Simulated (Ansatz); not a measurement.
**As2Se: from a guess to a relaxed structure**

The task: take a trial cell of As2Se to zero force and stress.

Computed with Ansatz 0.2.0 (DFT PBE, scalar-relativistic, plane waves, PAW, unless a step's input says otherwise).

**1. The starting structure**

The structure is tetragonal, space group P-4m2 (No. 115). Conventional cell: a = 3.773 Å, b = 3.773 Å, c = 5.595 Å, α = 90.00°, β = 90.00°, γ = 90.00°. Around As (site symmetry 2mm) lie 2 Se at 2.44 Å. Around Se (site symmetry -4m2) lie 4 As at 2.44 Å.

As a file:

```
CELL_PARAMETERS angstrom
3.77315 0.00000 0.00000
0.00000 3.77315 0.00000
0.00000 0.00000 5.59474
ATOMIC_POSITIONS crystal
As 0.50000 0.00000 0.77776
As 0.00000 0.50000 0.22224
Se 0.00000 0.00000 0.50000
```

Recipe of the guess: species swapped into a database cell of AgI2 (P-4m2, No. 115), with Se on the Ag sites and As on the I sites. Lengths come from tabulated atomic sizes and are only a guess.

**2. The guess as it stands, on a coarse mesh**

input.yaml

```yaml
crystal:
  lattice:
    - [3.77314895, 0.0, 0.0]
    - [0.0, 3.77314895, 0.0]
    - [0.0, 0.0, 5.59474049]
  atoms:
    - { symbol: As, position: [0.5, 0.0, 0.777762] }
    - { symbol: As, position: [0.0, 0.5, 0.222238] }
    - { symbol: Se, position: [0.0, 0.0, 0.5] }
basis:
  ecutwfc: 420
kpoints:
  mp_grid: { grid: [4, 4, 4] }
hamiltonian:
  xc: pbe
scf:
  occupations: { method: gaussian, width: 0.1 }
  lower_state_search: "off"
output:
  forces: true
  stress: true
  eigenvalues: true
```

On the command line:

```console
$ ansatz run input.yaml --threads 1 --pin off --max-ram 2048MiB --backend cpu --events-out ev --progress --plain --runs-dir out
```

The session goes on with these runs: coarse relaxation; another rough relaxation; full relaxation.

What does the calculation give? Wanted: conventional cell; volume; energy over the elements; gap on the mesh.

**Answer**, as computed:

| quantity | value |
| --- | --- |
| symmetry at the end (tolerance 0.05 Å) | space group P-4m2 (No. 115) |
| conventional cell | a = 3.737 Å, b = 3.737 Å, c = 4.962 Å, α = 90.00°, β = 90.00°, γ = 90.00° |
| volume | 23.09 Å³/atom |
| energy over the elements | +0.29 eV/atom |
| gap on the mesh | none (metal) |

The space group P-4m2 (No. 115) is kept, and the volume per atom shrinks by 13.0 % from the first guess. The formation energy is positive, so the separate elements lie lower. No finished test with a distortion of lower symmetry is shown, so the end may be a saddle point.
